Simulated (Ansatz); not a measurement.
KEu3:

```
Eu K
1.0
     0.00000    4.66526    4.66526
     4.66526    0.00000    4.66526
     4.66526    4.66526    0.00000
Eu K
3 1
Direct
  0.50000 0.50000 0.50000
  0.75000 0.75000 0.75000
  0.25000 0.25000 0.25000
  0.00000 0.00000 0.00000
```

The cell comes from a database or a generator and needn't be the stable form of this composition.

```yaml
Program: Ansatz 0.2.0
Task: single point
Functional: PBE
Potentials_or_basis: Ansatz PAW
Cutoff: "420 eV (not typed: the program's choice for these potentials)"
k_mesh: 5 × 5 × 5
Occupations: fermi-dirac, width 0.05 eV
Spin: collinear spin, ferromagnetic start
Starting_moments: "[7.0, 7.0, 7.0, 0.0] μB"
```

On this cell: pressure -0.3 GPa; largest force zero by symmetry; net moment 22.48 μB per cell; site moments Eu +7.18, +7.15; K +0.07 μB; band gap on the k mesh none (metal or under the smearing width).

The same run follows on a disturbed copy (atoms moved at random, drawn with an rms of 0.05 Å):

```
Eu K
1.0
     0.00000    4.66526    4.66526
     4.66526    0.00000    4.66526
     4.66526    4.66526    0.00000
Eu K
3 1
Direct
  0.49888 0.50457 0.50267
  0.76702 0.74548 0.74290
  0.25879 0.25699 0.24368
  0.00099 0.00989 0.00118
```

Q: What changes?

A: The energy (extrapolated to zero smearing) moves by +2.5 meV/atom; pressure -0.3 GPa; largest force 0.134 eV/Å; net moment 22.49 μB per cell; site moments Eu +7.16, +7.13, +7.14; K +0.06 μB; band gap on the k mesh none (metal or under the smearing width).

Forces in eV/Å, atoms in the order of the input:
```
Eu  -0.080  0.032  0.076
Eu   0.121 -0.048 -0.035
Eu   0.056 -0.007 -0.052
K   -0.096  0.023  0.011
```

Caveats: spin-orbit coupling is left out, which moves the levels of the heavy elements; without U or exact exchange the open f shell lies at the Fermi level, which spoils levels, moments and volumes.
